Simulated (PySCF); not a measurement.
# [CoI2]+: relaxation and vibrations of the quintet

Aim: relax [CoI2]+ as a quintet from a PBE0 minimum start, check by its vibrations whether the end is a minimum, and collect its spectrum and constants.

Computed with PySCF 2.14.0. Level: PBE0, basis Co def2-SVP, I def2-SVP with ECP28, scalar-relativistic core potentials, no spin–orbit coupling, density fitting.

**1. The starting structure**

3 atoms, charge 1, spin multiplicity 5.

Bond lengths: Co1–I2 2.397 Å, Co1–I3 2.397 Å. Angles: I2–Co1–I3 180.0°.

Z-matrix (Å, degrees; charge 1 multiplicity 5):
```
Co
I  1 2.3971
I  1 2.3971 2 180.00
```

**2. First SCF at the start**

One driver script runs all steps and calls PySCF; scf.py shows how it sets up the SCF of each step. The optimiser is the driver's own. After this first run the driver tries any further starts and a stability analysis.

scf.py reads:

```python
from pyscf import gto, scf, dft
mol = gto.M(atom='''
Co     0.000000    -0.000000     0.000000
I      0.000000    -0.000000     2.397129
I     -0.000000     0.000000    -2.397129''',
    basis={'Co': 'def2-SVP', 'I': 'def2-SVP'},
    ecp={'I': 'def2-SVP'},
    charge=1, spin=4)
mf = dft.UKS(mol, xc='PBE0')
mf.grids.atom_grid = (50, 194)
aux = {'Co': 'def2-universal-JKFIT', 'I': 'def2-universal-JKFIT'}
mf = mf.density_fit(auxbasis=aux)
mf.conv_tol = 1e-08
mf.diis_space = 10
mf.max_cycle = 60
mf.init_guess = 'minao'
mf.verbose = 4
mf.kernel()
```

Started as:

```
OMP_NUM_THREADS=2 python axn.py task.json out
```

The runs that follow: Relaxing the quintet from the PBE0 minimum start; Is it a minimum? Harmonic modes.

What does the calculation give? Wanted: minimum; geometry; wavenumbers; dipole moment; highest occupied, lowest empty level; polar-tensor charge of Co1; zero-point energy; ⟨S²⟩.

The runs gave:

```
                                          quantity                             value
                                           minimum                      quintet, D∞h
                                          geometry  Co–I 2.427 Å (×2); I–Co–I 180.0°
                                wavenumbers (cm⁻¹)                  35, 43, 139, 312
                    dipole moment (centre of mass)                            0.00 D
highest occupied, lowest empty level (either spin)                 -12.61, -11.10 eV
                        polar-tensor charge of Co1                           +0.28 e
                                 zero-point energy                        3.2 kJ/mol
                               entropy at 298.15 K                   340.0 J/(mol K)
                                              ⟨S²⟩                             6.011
```

The PBE0 minimum start keeps its D∞h symmetry and ends in a minimum. The strongest infrared band lies at 312 cm⁻¹. Most of the spin sits on Co1 (Mulliken spin 2.84, against 4 for the whole molecule). The first SCF alone would have been 3 kJ/mol too high. Other starts or spin states, not run here, may lie lower. The SCF density has lower symmetry than the nuclear frame. Open d and f shells are described by one determinant, and the ground state may have another occupation or spin. Spin–orbit coupling, left out here, can matter for elements this heavy.
